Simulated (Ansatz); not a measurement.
# Se₂− (doublet): from Hartree-Fock to the top rungs, aug-cc-pVDZ

How much of the correlation energy of Se₂− (doublet) does each wave-function method recover here?

Program: Ansatz 0.2.0, Gaussian basis. Level of theory: aug-cc-pVDZ, core rule «outside noble gas», up to 28 orbitals frozen. These are calculated values, not measurements.

To be run: UHF; CCSD(T) on ROHF; CCSD(T) on UHF; BCCD(T) on ROHF; CISD as a restricted active space (open shells left free, so some higher excitations enter); CCSDT(Q) on ROHF; CCSDT(Q) on UHF; CASSCF and MRCISD+Q, 13 electrons in 8 orbitals; CASSCF and NEVPT2, 13 electrons in 8 orbitals.

18 further runs of the same task are left out: 7 that didn't finish, 11 set aside as unsound or not needed. Runs told in other sessions of the task aren't counted.

### Step 1. What is computed

The geometry is a PBE0/def2-TZVPD stationary point (not a proven minimum) of the parent state, kept for this charge and spin. No spin-orbit coupling is included. The filled d shell of Se may be among the frozen orbitals whatever the setting's name suggests.

2 atoms, charge -1, spin multiplicity 2.

Atoms are counted from 1 here; the program's logs count them from 0.

Bond lengths: Se1–Se2 2.521 Å.

### Step 2. UHF

The input, in.yaml:

```yaml
crystal:
  periodic: [false, false, false]
  atoms:
    - {symbol: Se, position_ang: [0.000000, 0.000000, 0.000000]}
    - {symbol: Se, position_ang: [0.000000, 0.000000, 2.520600]}
basis:
  gaussian: {orbitals: aug-cc-pVDZ}
total_charge: -1
magnetization: {spin_polarized: true, initial_magnetization: 1}
hamiltonian: {xc: hf}
output: {orbitals: {seedname: orbitals}}
```

Run with:

```sh
ansatz run in.yaml --threads 1 --pin off --events-out ev --progress --plain --max-ram 2393MiB
```

After this run come: CCSD(T) on ROHF; CCSD(T) on UHF; BCCD(T) on ROHF; CISD as a restricted active space (open shells left free, so some higher excitations enter); CCSDT(Q) on ROHF; CCSDT(Q) on UHF; CASSCF and MRCISD+Q, 13 electrons in 8 orbitals; CASSCF and NEVPT2, 13 electrons in 8 orbitals.

**Question.** What will the summary of the whole plan be? Wanted: UCCSDT(Q) from the RHF energy; RMP2 from UCCSDT(Q); UMP2 from UCCSDT(Q); RCCSD from UCCSDT(Q); RCCSD(T) from UCCSDT(Q); UCCSD(T) from UCCSDT(Q); RCCSDT(Q) from UCCSDT(Q); NEVPT2 valence from UCCSDT(Q); MRCISD+Q valence from UCCSDT(Q).

**Answer**, as computed:

```
                         quantity              value
    UCCSDT(Q) from the ROHF energy         -7.6045 eV
              RMP2 from UCCSDT(Q)    +19.58 kcal/mol
              UMP2 from UCCSDT(Q)    +22.39 kcal/mol
             RCCSD from UCCSDT(Q)     +9.65 kcal/mol
          RCCSD(T) from UCCSDT(Q)     +1.54 kcal/mol
          UCCSD(T) from UCCSDT(Q)     +1.51 kcal/mol
         RCCSDT(Q) from UCCSDT(Q)     +0.05 kcal/mol
    NEVPT2 valence from UCCSDT(Q)    +35.20 kcal/mol
  MRCISD+Q valence from UCCSDT(Q)     +2.76 kcal/mol
levels within 1 kcal/mol (43 meV)  UCCSDT, RCCSDT(Q)
                    T1 diagnostic              0.017
   effectively unpaired electrons               1.06
```

RCCSD(T) misses by +1.54 kcal/mol, 0.9 % of the correlation energy. One determinant dominates. Of the multireference levels listed MRCISD+Q valence comes nearest in total energy (+2.76 kcal/mol), which doesn't show that its space is the better one. Coupled cluster took another determinant than the lowest Hartree-Fock one. These misses are within one basis, not against nature; the frozen cores of restricted and unrestricted runs differ, which can shift their rows.

With open shells the CI space here admits some higher excitations, so it is larger than plain CISD.
